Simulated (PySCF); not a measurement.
# C9H8: the cost of one run

Computed with PySCF 2.14.0 and routines of our own; the level stands in each step. Atoms count from 0.

## 1. The starting structure

17 atoms, charge 0, multiplicity 1; geometry from: GFN2-xTB.

## 2. Magnetic properties: GIAO PBE0/pcSseg-1

What the job is given:

```
{"job": {"kind": "mag", "xc": "PBE0", "basis": "pcSseg-1", "isotopologues": 0}, "charge": 0, "multiplicity": 1}
C     -3.620283     0.133225     0.676329
C     -2.446276     0.170603     0.423692
C     -1.081024     0.194325     0.086043
C     -0.144694     0.993038     0.596571
C      1.211219     0.709767     0.005777
C      2.033214     0.012395     0.981409
C      2.686483    -0.580963     1.789618
C      0.885435    -0.177751    -1.217681
C     -0.511993    -0.750374    -0.943682
H     -4.642152     0.110686     0.912442
H     -0.286475     1.729279     1.368196
H      1.731636     1.629621    -0.285161
H      3.272259    -1.093321     2.493248
H      0.861567     0.443146    -2.114374
H      1.632348    -0.957649    -1.359556
H     -0.458972    -1.757844    -0.522041
H     -1.129290    -0.796152    -1.841880
```

With the program's defaults for keys left out, this is: GIAO PBE0/pcSseg-1 magnetisability, rotational g tensor and spin-rotation constants, non-relativistic, gas phase.

On the command line:

```console
$ OMP_NUM_THREADS=1 python excited_run.py task.json out
```

One launch serves the whole session: the jobs run in the order shown.

**Question.** How long does this first job take on 1 thread of Arm Neoverse V2, shared host, and how much memory does it need?

About 28 s, with a peak of 0.85 GiB.
